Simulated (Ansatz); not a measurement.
# GaH₃O (singlet): from Hartree-Fock to the top rungs, cc-pVTZ

How much of the correlation energy of GaH₃O (singlet) does each wave-function method recover here?

The runs use Ansatz 0.2.0, Gaussian basis; cc-pVTZ, core rule «outside noble gas», up to 15 orbitals frozen.

The runs, in order: UHF; CCSD(T) on RHF; BCCD(T) on RHF; CCSDT(Q) on RHF.

4 further runs of the same task are left out: 2 for a known fault of the program, 2 set aside as unsound or not needed.

**1. The system**

The geometry is a PBE0/def2-TZVP stationary point (not a proven minimum). No spin-orbit coupling is included. The filled d shell of Ga may be among the frozen orbitals whatever the setting's name suggests; the logs give the count.

5 atoms, charge 0, spin multiplicity 1.

Atoms are counted from 1 here; the program's logs count them from 0.

Bond lengths: O1–Ga2 1.788 Å, O1–H3 0.959 Å, Ga2–H4 1.565 Å, Ga2–H5 1.556 Å. Angles: Ga2–O1–H3 114.1°, O1–Ga2–H4 117.5°, O1–Ga2–H5 113.8°, H4–Ga2–H5 128.7°.

**2. UHF**

The input, in.yaml:

```yaml
crystal:
  periodic: [false, false, false]
  atoms:
    - {symbol: O, position_ang: [0.000000, -0.112056, 1.452192]}
    - {symbol: Ga, position_ang: [0.000000, 0.013833, -0.331657]}
    - {symbol: H, position_ang: [0.000000, 0.734063, 1.903886]}
    - {symbol: H, position_ang: [0.000000, 1.449687, -0.954928]}
    - {symbol: H, position_ang: [0.000000, -1.361954, -1.058153]}
basis:
  gaussian: {orbitals: cc-pVTZ}
magnetization: {spin_polarized: true, initial_magnetization: 0}
hamiltonian: {xc: hf}
output: {orbitals: {seedname: orbitals}}
```

The run is started by

```console
$ ansatz run in.yaml --threads 1 --pin off --events-out ev --progress --plain --max-ram 4096MiB --backend cpu
```

Further steps of the session: CCSD(T) on RHF; BCCD(T) on RHF; CCSDT(Q) on RHF.

Before running them: what should the planned runs give, taken together? Wanted: RCCSDT(Q) below the RHF energy; RMP2 from RCCSDT(Q); RCCSD from RCCSDT(Q); RCCSD(T) from RCCSDT(Q); T1 diagnostic.

The runs gave:

| quantity | value |
| --- | --- |
| RCCSDT(Q) below the RHF energy | -9.8357 eV |
| RMP2 from RCCSDT(Q) | +71.4 kJ/mol |
| RCCSD from RCCSDT(Q) | +31.6 kJ/mol |
| RCCSD(T) from RCCSDT(Q) | +2.4 kJ/mol |
| levels within 1 kcal/mol (43 meV) | RCCSD(T), BCCD(T), RCCSDT |
| T1 diagnostic | 0.014 |

In words: RCCSD(T) misses by +2.4 kJ/mol, 0.3 % of the correlation energy. These misses are within one basis, not against nature.
